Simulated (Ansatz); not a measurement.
# MgH2 (Fm-3m): short molecular-dynamics run, by script

How do the atoms of MgH2 (Fm-3m) move over a short run? A script is to give a short molecular-dynamics run; the system is MgH2 (Fm-3m).

Computed with Ansatz 0.2.0 through its Python package. Level of theory: DFT LDA, plane waves, norm-conserving potentials.

### Step 1. The structure

Symmetry: Fm-3m, No. 225, cubic system. The conventional cell has a = 4.762 Å, b = 4.762 Å, c = 4.762 Å, α = 90.00°, β = 90.00°, γ = 90.00°. Mg (site symmetry m-3m) is surrounded by 8 H at 2.06 Å. H (site symmetry -43m) has 4 Mg at 2.06 Å as nearest neighbours.

The script holds or builds the structure itself.

### Step 2. Script

Input file md_mgh2.py:

```python
"""Short molecular dynamics of MgH2."""

import ansatz as az
from ase import Atoms
from ase.neighborlist import neighbor_list
import numpy as np


def main() -> None:
    crystal = (
        az.Lattice.fcc(4.762134)
        .space_group(225)
        .atom("Mg", (0.0, 0.0, 0.0))
        .atom("H", (0.25, 0.25, 0.75))
        .primitive()
    )

    # a coarse mesh keeps each step cheap
    calculation = (
        crystal.supercell(2, 1, 1).calculation()
        .functional("lda")
        .pseudopotentials("nc")
        .kpoints(2, center="monkhorst-pack")
        .occupations("fermi_dirac")
        .mixing("anderson", ndim=6, beta=0.2)
        .scf(max_iterations=80, extra_bands=6)
        .md(az.Ensemble.NVE, timestep=0.5, steps=10, temperature=2000, initial_velocities="maxwell_boltzmann", seed=57)
    )
    steps = []


    def collect(event):
        if event["event"] == "md_step":
            steps.append(event["data"])


    done = calculation.session().plan().execute(on_event=collect)
    rep = done.report

    for s in steps[::1]:
        print("%3d %7.1f fs  total %.4f eV  T %6.1f K" % (s["step"], s["time_fs"], s["lagrangian_ev"] + s["e_kin_ev"], s["temperature_k"]))

    temperature = np.array([s["temperature_k"] for s in steps])
    print(f"mean temperature of the second half {temperature[len(steps) // 2 :].mean():.1f} K")

    symbols = [site.symbol for site in done.lattice.sites]
    pairs = np.concatenate([neighbor_list("d", Atoms(symbols, positions=s["positions_ang"], cell=done.lattice.cell_ang, pbc=True), 4.5) for s in steps[len(steps) // 2 :]])
    counts, edges = np.histogram(pairs, bins=np.arange(0.5, 4.51, 0.25))
    for low, count in zip(edges, counts / (len(symbols) * len(steps[len(steps) // 2 :]))):
        print(f"{low:4.2f}-{low + 0.25:4.2f} A  {count:6.2f} neighbours an atom")

    with open("trajectory.xyz", "w") as handle:
        for s in steps[::5]:
            handle.write(f"{len(s['positions_ang'])}\nt = {s['time_fs']} fs\n")
            for site, xyz in zip(done.lattice.sites, s["positions_ang"]):
                handle.write("{} {:.4f} {:.4f} {:.4f}\n".format(site.symbol, *xyz))


if __name__ == "__main__":
    main()
```

### Step 3. The input behind the calls

The engine receives this input:

```yaml
crystal:
  lattice:
    bravais: fcc
    a: 4.762134
  space_group: 225
  atoms:
    - { symbol: Mg, position: [0.0, 0.0, 0.0] }
    - { symbol: H, position: [0.25, 0.25, 0.75] }
  reduce_to_primitive: true
  supercell: [2, 1, 1]
kpoints:
  mp_grid:
    grid: [2, 2, 2]
    shift: [0.5, 0.5, 0.5]
hamiltonian:
  xc: lda
  pseudopotentials:
    kind: nc
scf:
  max_iter: 80
  n_extra_bands: 6
  mixing:
    algorithm: anderson
    beta: 0.2
    ndim: 6
  occupations:
    method: fermi_dirac
md:
  timestep: 0.5
  n_steps: 10
  ensemble: nve
  temperature: 2000.0
  initial_velocities: maxwell_boltzmann
  seed: 57
```

### Step 4. Launch

Started as:

```sh
$ python md_mgh2.py
```

Without the output at hand: what should come out? Wanted: free energy; mean temperature, second half; farthest move; largest change of the conserved energy.

The runs gave:

| quantity | value |
| --- | --- |
| free energy | -3288.4339 eV (of the supercell) |
| length of the run | 10 steps, 5 fs |
| mean temperature, second half | 1233 K |
| farthest move | 0.53 Å |
| largest change of the conserved energy | 0.35 meV/atom |

The temperature swings between 838 and 2000 K, with a mean of 1233 K in the second half; from a start near a minimum about half of the kinetic energy passes into potential energy. The conserved energy stays within 0.35 meV/atom, so the time step holds. 5 fs show the first vibrations only, not equilibrium. What to keep in mind:
- The k-point mesh is coarse, and energy and stress weren't tested for convergence.
- This cell is a computed structure, which may not be the phase found in nature.
- A small cell, a coarse mesh and a very short run: it shows the set-up and gives no equilibrium averages.
